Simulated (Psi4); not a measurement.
# quartet SiH3O4: levels of theory compared

We compute a comparison of 4 runs (U-revPBE/6-31G*, UBLYP/6-31G*, UM06-L/6-31G*, UPBE/6-31G*) of quartet SiH3O4. 

The results are computed with Psi4 1.11.

14 further runs of the same task are left out: 12 that didn't finish, 2 set aside as unsound or not needed.

## 1. The molecule

The species is SiH3O4 (8 atoms), meant as a quartet with charge 0. As SMILES of the parent species, `[O][Si](O)(O)O`. Geometry: relaxed at PBE0-D4/def2-TZVP. This is one conformer, not always the lowest. That shape belongs to the parent species and isn't relaxed for this state.

Bond lengths: O1–Si2 1.656 Å, Si2–O3 1.631 Å, Si2–O4 1.622 Å, Si2–O5 1.624 Å, O3–H6 0.959 Å, O4–H7 0.959 Å, O5–H8 0.958 Å. Angles: O1–Si2–O3 102.2°, O1–Si2–O4 107.0°, O1–Si2–O5 116.5°, O3–Si2–O4 116.6°, O3–Si2–O5 108.2°, O4–Si2–O5 106.6°, Si2–O3–H6 117.6°, Si2–O4–H7 116.9°, Si2–O5–H8 118.2°.

## 2. Energy and gradient at U-revPBE/6-31G(d) (spherical functions) (run 1)

File calc.py:

```python
import psi4

psi4.set_memory('2200 MB')
psi4.set_num_threads(1)
psi4.core.set_output_file('run.log', False)

m = psi4.geometry("""
0 4
O     -1.417600     0.247800     1.193000
Si    -0.195800     0.058700     0.091000
O      1.117100    -0.067300     1.049800
O     -0.249900     1.339100    -0.902700
O     -0.266300    -1.263500    -0.849700
H      1.271400     0.633000     1.686700
H     -0.094000     1.173100    -1.833800
H     -0.165000    -2.120800    -0.434300
units angstrom
symmetry c1
""")

psi4.set_options({
    'basis': '6-31G*',
    'reference': 'uks',
    'puream': True,
    'e_convergence': 1e-09,
    'd_convergence': 1e-08,
    'scf_type': 'pk',
    'dft_radial_points': 99,
    'dft_spherical_points': 590,
    'maxiter': 100,
})

energy_value, wavefunction = psi4.gradient('REVPBE', molecule=m, return_wfn=True)
print('gradient / Eh bohr^-1')
print(energy_value.np.round(6))
print(f'energy = {wavefunction.energy():.10f} Eh')
for k, v in sorted(psi4.core.scalar_variables().items()):
    print(f'{k:45s} {v:18.10f}')
```

The run is started by

```console
$ python calc.py
```

run.log:

```text
[...]
  Running in c1 symmetry.
[...]
  Nuclear repulsion =  257.364163159559894
[...]
  Multiplicity = 4
[...]
  Nalpha       = 26
  Nbeta        = 23
[...]
    Number of basis functions: 80
[...]
   @UKS iter   1:  -591.22184873684319    2.93339e-01   1.49139e-02 DIIS/ADIIS
[...]
   @UKS iter  21:  -591.82532039231228   -5.68434e-13   5.54741e-09 DIIS
[...]
   @S^2 Observed:                3.755947851E+00
[...]
  @UKS Final Energy:  -591.82532039231228
   => Energetics <=
    Nuclear Repulsion Energy =            257.3641631595598938
    One-Electron Energy =               -1328.1807449613720564
    Two-Electron Energy =                 535.2424448985512981
    DFT Exchange-Correlation Energy =     -56.2511834890514706
    Empirical Dispersion Energy =           0.0000000000000000
    VV10 Nonlocal Energy =                  0.0000000000000000
    Total Energy =                       -591.8253203923122783
[...]
 Multipole Moments:
 ------------------------------------------------------------------------------------
     Multipole            Electronic (a.u.)      Nuclear  (a.u.)        Total (a.u.)
 ------------------------------------------------------------------------------------
 L = 1.  Multiply by 2.5417464519 to convert [e a0] to [Debye]
 Dipole X            :         -1.2932734            1.4672624            0.1739890
 Dipole Y            :          0.3473884           -0.4553827           -0.1079943
 Dipole Z            :          0.7595795           -0.8352359           -0.0756564
 Magnitude           :                                                    0.2183090
[...]
  -Total Gradient:
     Atom            X                  Y                   Z
    ------   -----------------  -----------------  -----------------
       1        0.029435123836     0.001192645707    -0.024831140537
       2       -0.011087725927     0.000624818136     0.007367132080
       3       -0.020462398997     0.042830549550     0.004709685622
       4        0.005218038905    -0.052897774978    -0.023229029687
       5        0.019490879418    -0.005998983337     0.051929570284
       6       -0.012356963226    -0.044939477723    -0.040433841704
       7       -0.002930972433     0.009749748735     0.049897743722
       8       -0.007307099808     0.049400771763    -0.025438337233
[...]
```

Standard output:

```text
gradient / Eh bohr^-1
[[ 0.029435  0.001193 -0.024831]
 [-0.011088  0.000625  0.007367]
 [-0.020462  0.042831  0.00471 ]
 [ 0.005218 -0.052898 -0.023229]
 [ 0.019491 -0.005999  0.05193 ]
 [-0.012357 -0.044939 -0.040434]
 [-0.002931  0.00975   0.049898]
 [-0.007307  0.049401 -0.025438]]
energy = -591.8253203923 Eh
CURRENT ENERGY                                   -591.8253203923
CURRENT REFERENCE ENERGY                         -591.8253203923
DD SOLVATION ENERGY                                 0.0000000000
DFT FUNCTIONAL TOTAL ENERGY                      -591.8253203923
DFT TOTAL ENERGY                                 -591.8253203923
DFT VV10 ENERGY                                     0.0000000000
DFT XC ENERGY                                     -56.2511834891
GRID ELECTRONS ALPHA                               25.9999992627
GRID ELECTRONS BETA                                22.9999997287
GRID ELECTRONS TOTAL                               48.9999989914
NUCLEAR REPULSION ENERGY                          257.3641631596
ONE-ELECTRON ENERGY                             -1328.1807449614
PCM POLARIZATION ENERGY                             0.0000000000
PE ENERGY                                           0.0000000000
SCF ITERATION ENERGY                             -591.8253203923
SCF ITERATIONS                                     21.0000000000
SCF TOTAL ENERGY                                 -591.8253203923
TWO-ELECTRON ENERGY                               535.2424448986
XC GRID RADIAL POINTS                              99.0000000000
XC GRID SPHERICAL POINTS                          590.0000000000
XC GRID TOTAL POINTS                           445465.0000000000
```

Wall time 39 s (1 thread of Intel Xeon Platinum 8375C at 2.90GHz (Ice Lake), shared host); peak memory 1.2 GiB.

## 3. A single-point energy at UBLYP/6-31G(d) (spherical functions) (run 2)

File h3o4si.inp:

```
memory 2.2 GB

molecule system {
  0 4
  O     -1.417600     0.247800     1.193000
  Si    -0.195800     0.058700     0.091000
  O      1.117100    -0.067300     1.049800
  O     -0.249900     1.339100    -0.902700
  O     -0.266300    -1.263500    -0.849700
  H      1.271400     0.633000     1.686700
  H     -0.094000     1.173100    -1.833800
  H     -0.165000    -2.120800    -0.434300
  units angstrom
  symmetry c1
  no_reorient
  no_com
}

set globals {
  basis 6-31G*
  reference uks
  puream true
  e_convergence 1e-09
  d_convergence 1e-08
  scf_type pk
  dft_radial_points 99
  dft_spherical_points 590
  maxiter 100
}

e_tot, wfn = energy("blyp", return_wfn=True)
oeprop(wfn, "MAYER_INDICES", "LOWDIN_CHARGES", "MULLIKEN_CHARGES")
```

The run is started by

```console
$ psi4 h3o4si.inp h3o4si.out -n 1
```

h3o4si.out:

```text
[...]
  Running in c1 symmetry.
[...]
  Nuclear repulsion =  257.364163159559894
[...]
  Multiplicity = 4
[...]
  Nalpha       = 26
  Nbeta        = 23
[...]
    Number of basis functions: 80
[...]
   @UKS iter   1:  -591.26090093293840    3.81258e-01   1.59641e-02 DIIS/ADIIS
[...]
   @UKS iter  20:  -591.94516325506845   -1.13687e-13   1.78753e-09 DIIS
[...]
   @S^2 Observed:                3.756410147E+00
[...]
  @UKS Final Energy:  -591.94516325506845
   => Energetics <=
    Nuclear Repulsion Energy =            257.3641631595598938
    One-Electron Energy =               -1328.2156197225879168
    Two-Electron Energy =                 535.2974702273581897
    DFT Exchange-Correlation Energy =     -56.3911769193986245
    Empirical Dispersion Energy =           0.0000000000000000
    VV10 Nonlocal Energy =                  0.0000000000000000
    Total Energy =                       -591.9451632550684508
[...]
 Multipole Moments:
 ------------------------------------------------------------------------------------
     Multipole            Electronic (a.u.)      Nuclear  (a.u.)        Total (a.u.)
 ------------------------------------------------------------------------------------
 L = 1.  Multiply by 2.5417464519 to convert [e a0] to [Debye]
 Dipole X            :         15.8093920          -15.6136731            0.1957189
 Dipole Y            :         -4.9361104            4.8299510           -0.1061594
 Dipole Z            :         -8.7926646            8.7225978           -0.0700668
 Magnitude           :                                                    0.2334203
[...]
  Mulliken Charges: (a.u.)
   Center  Symbol    Alpha    Beta     Spin     Total
       1     O     4.66205  3.48408  1.17796 -0.14613
       2    SI     6.94929  6.50928  0.44000  0.54143
       3     O     4.35645  4.04216  0.31429 -0.39861
       4     O     4.34287  4.08743  0.25545 -0.43030
       5     O     4.34081  4.08334  0.25748 -0.42415
       6     H     0.46085  0.26277  0.19807  0.27638
       7     H     0.43136  0.26560  0.16576  0.30304
       8     H     0.45632  0.26534  0.19098  0.27834
   Total alpha = 26.00000, Total beta = 23.00000, Total charge = -0.00000
[...]
```

Run time: 29 s. Hardware: 1 thread of Intel Xeon Platinum 8375C at 2.90GHz (Ice Lake), shared host; peak memory 1.2 GiB.

## 4. A single-point energy at UM06-L/6-31G(d) (spherical functions) (run 3)

File h3o4si.in:

```
memory 2200 mb

molecule {
  0 4
  O
  Si 1 1.656188
  O 2 1.630607 1 102.21364
  O 2 1.621663 3 116.62692 1 116.34852
  O 2 1.624223 4 106.64247 1 125.36442
  H 3 0.959099 2 117.61851 4 61.98891
  H 4 0.958545 2 116.9402 5 -14.67851
  H 5 0.958009 2 118.21315 4 174.49635
  symmetry c1
  no_reorient
  no_com
}

set {
  reference            uks
  puream               true
  e_convergence        1e-09
  d_convergence        1e-08
  scf_type             pk
  dft_radial_points    99
  dft_spherical_points 590
  maxiter              100
}

E = energy("m06-l/6-31G*")
```

The run is started by

```console
$ psi4 -n 1 h3o4si.in h3o4si.out
```

h3o4si.out:

```text
[...]
  Running in c1 symmetry.
[...]
  Nuclear repulsion =  257.364151593250540
[...]
  Multiplicity = 4
[...]
  Nalpha       = 26
  Nbeta        = 23
[...]
    Number of basis functions: 80
[...]
   @UKS iter   1:  -591.37540372471278    1.19608e-01   1.43252e-02 DIIS/ADIIS
[...]
   @UKS iter  27:  -591.92452369798752   -1.13687e-12   8.87370e-09 DIIS
[...]
   @S^2 Observed:                3.762685364E+00
[...]
    Orbital Energies [Eh]
    ---------------------
    Alpha Occupied:
       1A    -65.922958     2A    -19.117148     3A    -19.050298
       4A    -19.043102     5A    -19.033100     6A     -5.332050
       7A     -3.641975     8A     -3.641648     9A     -3.641478
      10A     -1.074980    11A     -1.044142    12A     -1.037122
      13A     -1.031908    14A     -0.588839    15A     -0.544233
      16A     -0.534765    17A     -0.461039    18A     -0.442558
      19A     -0.411182    20A     -0.401052    21A     -0.380937
      22A     -0.374707    23A     -0.371820    24A     -0.352840
      25A     -0.346738    26A     -0.017125
    Alpha Virtual:
[...]
  @UKS Final Energy:  -591.92452369798752
   => Energetics <=
    Nuclear Repulsion Energy =            257.3641515932505399
    One-Electron Energy =               -1328.1504811210827484
    Two-Electron Energy =                 535.2569643105576915
    DFT Exchange-Correlation Energy =     -56.3951584807131141
    Empirical Dispersion Energy =           0.0000000000000000
    VV10 Nonlocal Energy =                  0.0000000000000000
    Total Energy =                       -591.9245236979875244
[...]
 Multipole Moments:
 ------------------------------------------------------------------------------------
     Multipole            Electronic (a.u.)      Nuclear  (a.u.)        Total (a.u.)
 ------------------------------------------------------------------------------------
 L = 1.  Multiply by 2.5417464519 to convert [e a0] to [Debye]
 Dipole X            :         -0.0926924            0.2439036            0.1512112
 Dipole Y            :          0.3444926           -0.3764000           -0.0319074
 Dipole Z            :         -1.5936601            1.6901732            0.0965131
 Magnitude           :                                                    0.1822024
[...]
```

It took 1.7 min on 1 thread of Intel Xeon Platinum 8375C at 2.90GHz (Ice Lake), shared host; peak memory 1.4 GiB.

## 5. A single-point energy at UPBE/6-31G(d) (spherical functions) (run 4)

File h3o4si.xyz:

```xyz
8
H3O4Si
O     -1.417600     0.247800     1.193000
Si    -0.195800     0.058700     0.091000
O      1.117100    -0.067300     1.049800
O     -0.249900     1.339100    -0.902700
O     -0.266300    -1.263500    -0.849700
H      1.271400     0.633000     1.686700
H     -0.094000     1.173100    -1.833800
H     -0.165000    -2.120800    -0.434300
```

File h3o4si.py:

```python
import psi4

psi4.set_memory(2200000000)
psi4.set_num_threads(1)
psi4.set_output_file('h3o4si.out', False)

with open('h3o4si.xyz') as f:
    atoms = ''.join(f.readlines()[2:])
molecule = psi4.geometry('0 4\n' + atoms + 'symmetry c1')

psi4.set_options({
    'basis': '6-31G*',
    'reference': 'uks',
    'puream': True,
    'e_convergence': 1e-09,
    'd_convergence': 1e-08,
    'scf_type': 'pk',
    'dft_radial_points': 99,
    'dft_spherical_points': 590,
    'maxiter': 100,
})

e_tot = psi4.energy("pbe", molecule=molecule)
print('E =', round(e_tot, 9))
```

The run is started by

```console
$ python h3o4si.py
```

h3o4si.out:

```text
[...]
  Running in c1 symmetry.
[...]
  Nuclear repulsion =  257.364163159559894
[...]
  Multiplicity = 4
[...]
  Nalpha       = 26
  Nbeta        = 23
[...]
    Number of basis functions: 80
[...]
   @UKS iter   1:  -590.91007791526795    3.18118e-01   1.51009e-02 ADIIS/DIIS
[...]
   @UKS iter  19:  -591.52774723320920   -4.88853e-12   8.31885e-09 DIIS
[...]
   @S^2 Observed:                3.755620815E+00
[...]
    Orbital Energies [Eh]
    ---------------------
    Alpha Occupied:
       1A    -65.497974     2A    -18.886912     3A    -18.832929
       4A    -18.823028     5A    -18.821019     6A     -5.132718
       7A     -3.544611     8A     -3.544204     9A     -3.543874
      10A     -0.999355    11A     -0.968210    12A     -0.960940
      13A     -0.947232    14A     -0.566778    15A     -0.519906
      16A     -0.514921    17A     -0.429806    18A     -0.409413
      19A     -0.382683    20A     -0.374898    21A     -0.357951
      22A     -0.354569    23A     -0.348170    24A     -0.336065
      25A     -0.324249    26A     -0.026101
    Alpha Virtual:
[...]
  @UKS Final Energy:  -591.52774723320920
   => Energetics <=
    Nuclear Repulsion Energy =            257.3641631595598938
    One-Electron Energy =               -1328.1944145079187365
    Two-Electron Energy =                 535.2474301003881010
    DFT Exchange-Correlation Energy =     -55.9449259852385055
    Empirical Dispersion Energy =           0.0000000000000000
    VV10 Nonlocal Energy =                  0.0000000000000000
    Total Energy =                       -591.5277472332091975
[...]
 Multipole Moments:
 ------------------------------------------------------------------------------------
     Multipole            Electronic (a.u.)      Nuclear  (a.u.)        Total (a.u.)
 ------------------------------------------------------------------------------------
 L = 1.  Multiply by 2.5417464519 to convert [e a0] to [Debye]
 Dipole X            :         -1.2738541            1.4672624            0.1934083
 Dipole Y            :          0.3432715           -0.4553827           -0.1121111
 Dipole Z            :          0.7585506           -0.8352359           -0.0766853
 Magnitude           :                                                    0.2363394
[...]
```

Standard output:

```text
E = -591.527747233
```

Wall time 31 s (1 thread of Intel Xeon Platinum 8375C at 2.90GHz (Ice Lake), shared host); peak memory 1.2 GiB.

## 6. Overview of the runs

| run | level | task | properties | energy (Eh) | dipole moment (D) | HOMO energy (eV) | ⟨S²⟩ | wall time |
| --- | --- | --- | --- | --- | --- | --- | --- | --- |
| 1 | U-revPBE/6-31G* (spherical functions) | gradient | – | -591.825320 | 0.55 | -0.62 | 3.756 | 39 s |
| 2 | UBLYP/6-31G* (spherical functions) | energy | (mayer, lowdin, mulliken) | -591.945163 | 0.59 | -0.61 | 3.756 | 29 s |
| 3 | UM06-L/6-31G* (spherical functions) | energy | – | -591.924524 | 0.46 | -0.47 | 3.763 | 1.7 min |
| 4 | UPBE/6-31G* (spherical functions) | energy | – | -591.527747 | 0.60 | -0.71 | 3.756 | 31 s |

## 7. Summary of results

| quantity | value |
| --- | --- |
| run 4: total energy | -591.52775 Eh |
| run 4: dipole moment | 0.60 D |
| run 4: HOMO energy (highest over α and β) | -0.71 eV |
| run 4: ⟨S²⟩ | 3.756 |

In words: The dipole moment (its size) runs from 0.46 D (UM06-L/6-31G*) to 0.60 D (UPBE/6-31G*). Totals of different functionals can't be ranked against each other. All runs together took 3.3 min, the longest 1.7 min.
